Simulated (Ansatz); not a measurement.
# BiTe: a tetragonal deformation path

An exercise on one series of results from a longer session: the logs are not shown, and one member is left open.

Program: Ansatz 0.2.0. Level of theory: DFT PBE, scalar-relativistic, plane waves, PAW. These are calculated values, not measurements.

## The structure to begin with

The structure is cubic, space group Fm-3m (No. 225). The conventional cell has a = 6.470 Å, b = 6.470 Å, c = 6.470 Å, α = 90.00°, β = 90.00°, γ = 90.00°. Around Bi (site symmetry m-3m) lie 6 Te at 3.23 Å. Te (site symmetry m-3m) has 6 Bi at 3.23 Å in its first shell of neighbours.

Structure file:

```cif
data_structure
_symmetry_space_group_name_H-M 'Fm-3m'
_symmetry_Int_Tables_number 225
_cell_length_a 6.4700
_cell_length_b 6.4700
_cell_length_c 6.4700
_cell_angle_alpha 90.000
_cell_angle_beta 90.000
_cell_angle_gamma 90.000
_cell_volume 270.84
loop_
_atom_site_label
_atom_site_type_symbol
_atom_site_symmetry_multiplicity
_atom_site_Wyckoff_symbol
_atom_site_fract_x
_atom_site_fract_y
_atom_site_fract_z
_atom_site_occupancy
Bi1 Bi 4 a 0.00000 0.00000 0.00000 1
Te1 Te 4 b 0.50000 0.00000 0.00000 1
```

The cell is taken as given, not relaxed at this level.

## Zero of energy

The reference gives a free energy of -19376.6565 eV, pressure 0.76 GPa, largest force 0.000 eV/Å and gap on the mesh none (metal). It was computed beforehand with the settings of the runs below.

The first run:

At fixed volume and fractional coordinates, lengths along (0.000, 0.000, 1.000) are scaled against those across it; ρ is that ratio over its starting value.

The input, input.yaml:

```yaml
crystal:
  lattice:
    - [0.0, 3.6313475271, 2.5673627017]
    - [3.6313475271, 0.0, 2.5673627017]
    - [3.6313475271, 3.6313475271, 0.0]
  atoms:
    - { symbol: Bi, position: [0.0, 0.0, 0.0] }
    - { symbol: Te, position: [0.5, 0.5, 0.5] }
basis:
  ecutwfc: 420
kpoints:
  mp_grid: { grid: [14, 14, 14] }
hamiltonian:
  xc: pbe
scf:
  occupations: { method: gaussian, width: 0.15 }
output:
  forces: true
  stress: true
  eigenvalues: true
```

Run with:

```console
ansatz run input.yaml --threads 1 --pin off --max-ram 2560MiB --backend cpu --events-out ev --progress --plain --runs-dir out
```

Among the steps run: At ρ = 0.707; At ρ = 1.414; ρ = 0.850; At ρ = 1.200; ρ = 0.780; At ρ = 1.300; At ρ = 0.920; ρ = 1.100; ρ = 0.650; At ρ = 1.500; Point ρ = 0.960; ρ = 1.050.

One table of the session follows, with a row left open; its other results are not shown here.

It belongs to the step «The scan collected». 

| ρ | ΔE (meV/atom) | pressure (GPa) |
| --- | --- | --- |
| 0.650 | 1890.9 | 27.4 |
| 0.707 | ? | ? |
| 0.780 | 533.8 | 8.9 |
| 0.850 | 187.5 | 3.7 |
| 0.920 | 45.7 | 1.5 |
| 0.960 | 10.7 | 0.9 |
| 1.000 | 0.0 | 0.8 |
| 1.050 | 13.6 | 1.0 |
| 1.100 | 50.8 | 1.6 |
| 1.200 | 161.6 | 3.7 |
| 1.300 | 288.6 | 6.6 |
| 1.414 | 470.2 | 11.2 |
| 1.500 | 649.0 | 15.4 |

**Question.** Estimate the row for ρ = 0.707.

Worked estimate for «ΔE (meV/atom)». A straight line through the neighbours (0.650, 1890.9) and (0.780, 533.8) gives 1890.9 + (533.8 − 1890.9) × (0.707 − 0.650) / (0.780 − 0.650) = 1295.9; a parabola fitted to 3 rows on both sides gives 1181.6.

The run gave: ΔE (meV/atom): 1148.1; pressure (GPa): 16.8. In «ΔE (meV/atom)» the line misses by +147.8 and the parabola by +33.5.
